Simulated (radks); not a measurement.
**Ru⁺ in [Kr] 4d7: an all-electron calculation**

An exercise on one series of results from a longer session: the logs are not shown, and one member is left open.

Method: non-relativistic Kohn-Sham, PW91, spin-polarised, spherical densities, point nucleus; open shells are filled with parallel spins first. Code: radks (a radial shooting solver on a logarithmic mesh, Libxc functionals) version 1.

### Starting point

| Property | Result |
| --- | --- |
| element | ruthenium (Z = 44) |
| charge | +1 |
| electrons | 43 |
| configuration | [Kr] 4d7 |

Outer shells as boxes (Hund's rule):

Ru⁺
```
[Kr] core
4d [↑↓][↑↓][↑ ][↑ ][↑ ]
```

Set-up of the first run:

The run's settings:

```text
Z 44
configuration [Kr] 4d7
relativity non-relativistic
functional pw91,pw91
spin polarised
nucleus point
```

Run with:

```bash
python run_ks.py task.json out
```

All runs below come from this command, one after another.

One of the session's tables, all rows but one given; the rest of the session is left out.

It belongs to the step «Orbitals and density». From the orbitals of this run (lengths in bohr):

| level | <r> | outermost maximum (interpolated) | 90 % within | nodes |
| --- | --- | --- | --- | --- |
| 1s down | 0.03463 | 0.0229 | 0.0616 | 0 |
| 1s up | 0.03463 | 0.0229 | 0.0616 | 0 |
| 2s up | 0.1509 | 0.128 | 0.232 | 1 |
| 2s down | 0.1509 | 0.128 | 0.232 | 1 |
| 2p up | 0.1291 | 0.100 | 0.210 | 0 |
| 2p down | 0.1291 | 0.100 | 0.210 | 0 |
| 3s up | 0.4149 | 0.373 | 0.611 | 2 |
| 3s down | 0.4149 | 0.373 | 0.611 | 2 |
| 3p up | 0.4084 | 0.360 | 0.615 | 1 |
| 3p down | 0.4083 | 0.360 | 0.615 | 1 |
| 3d up | 0.3837 | 0.301 | 0.610 | 0 |
| 3d down | 0.3836 | 0.301 | 0.609 | 0 |
| 4s up | 1.050 | 0.941 | 1.53 | 3 |
| 4s down | 1.047 | 0.939 | 1.52 | 3 |
| 4p up | ? | ? | ? | ? |
| 4p down | 1.140 | 0.992 | 1.69 | 2 |
| 4d up | 1.610 | 1.20 | 2.59 | 1 |
| 4d down | 1.649 | 1.20 | 2.69 | 1 |

Estimate the missing values for 4p up.

The run gave: <r>: 1.143; outermost maximum (interpolated): 0.995; 90 % within: 1.69; nodes: 2. In the column «<r>» it lies between 4p down (1.140) and 4d up (1.610).

Caveats from the session: Relativity is left out here, which matters for elements this heavy. Open shells are spherical and high-spin; term and fine-structure splittings are not resolved.
